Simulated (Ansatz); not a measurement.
# CCl₃F₃Ge: small, medium and large basis sets

Aim: see how fast density functionals converge with the basis set for CCl₃F₃Ge.

Computed with Ansatz 0.2.0, Gaussian basis. Level: one geometry, several basis sets.

Plan: PBE0-D4/def2-SVP; ωB97M-V/def2-SVP; PBE0-D4/def2-QZVPP; ωB97M-V/def2-QZVPP; the functionals' def2-TZVPP values are taken from earlier runs.

## 1. The geometry

An earlier PBE0-D4 in a triple-zeta def2 set relaxation fixed the geometry.

8 atoms, charge 0, spin multiplicity 1.

Atoms are counted from 1 here; the program's logs count them from 0.

Bond lengths: F1–C2 1.333 Å, C2–F3 1.333 Å, C2–F4 1.333 Å, C2–Ge5 2.014 Å, Ge5–Cl6 2.118 Å, Ge5–Cl7 2.118 Å, Ge5–Cl8 2.118 Å. Angles: F1–C2–F3 108.2°, F1–C2–F4 108.2°, F1–C2–Ge5 110.7°, F3–C2–F4 108.2°, F3–C2–Ge5 110.7°, F4–C2–Ge5 110.7°, C2–Ge5–Cl6 108.9°, C2–Ge5–Cl7 108.9°, C2–Ge5–Cl8 108.9°, Cl6–Ge5–Cl7 110.1°, Cl6–Ge5–Cl8 110.1°, Cl7–Ge5–Cl8 110.1°.

## 2. PBE0-D4 in def2-SVP

in.yaml reads:

```yaml
crystal:
  periodic: [false, false, false]
  atoms:
    - {symbol: F, position_ang: [0.926304, -0.876056, 1.539790]}
    - {symbol: C, position_ang: [0.874446, -0.623256, 0.231968]}
    - {symbol: F, position_ang: [0.816363, -1.787416, -0.414888]}
    - {symbol: F, position_ang: [2.004321, -0.008586, -0.118160]}
    - {symbol: Ge, position_ang: [-0.724738, 0.518526, -0.210741]}
    - {symbol: Cl, position_ang: [-0.571543, 2.349118, 0.842645]}
    - {symbol: Cl, position_ang: [-0.750627, 0.880338, -2.297036]}
    - {symbol: Cl, position_ang: [-2.482228, -0.509768, 0.370624]}
basis:
  gaussian: {orbitals: def2-SVP}
hamiltonian: {xc: pbe0, dispersion: d4}
output: {orbitals: {seedname: orbitals}}
```

Started as:

```
> ansatz run in.yaml --threads 2 --pin off --events-out ev --progress --plain --max-ram 32768MiB --backend cpu
```

The runs that follow: ωB97M-V in def2-SVP; PBE0-D4 in def2-QZVPP; ωB97M-V in def2-QZVPP.

Before running them: what should the planned runs give, taken together? Wanted: PBE0-D4: double and triple zeta above quadruple; ωB97M-V: double and triple zeta above quadruple.

**Answer**, as computed:

```
                                       quantity           value
PBE0-D4: double and triple zeta above quadruple  33.98, 2.75 eV
ωB97M-V: double and triple zeta above quadruple  33.86, 2.64 eV
```

PBE0-D4 gains 31.22 eV from double to triple zeta, then 2.75 eV more. These are total energies; as a rule much of such shifts cancels in differences, which this series doesn't test.
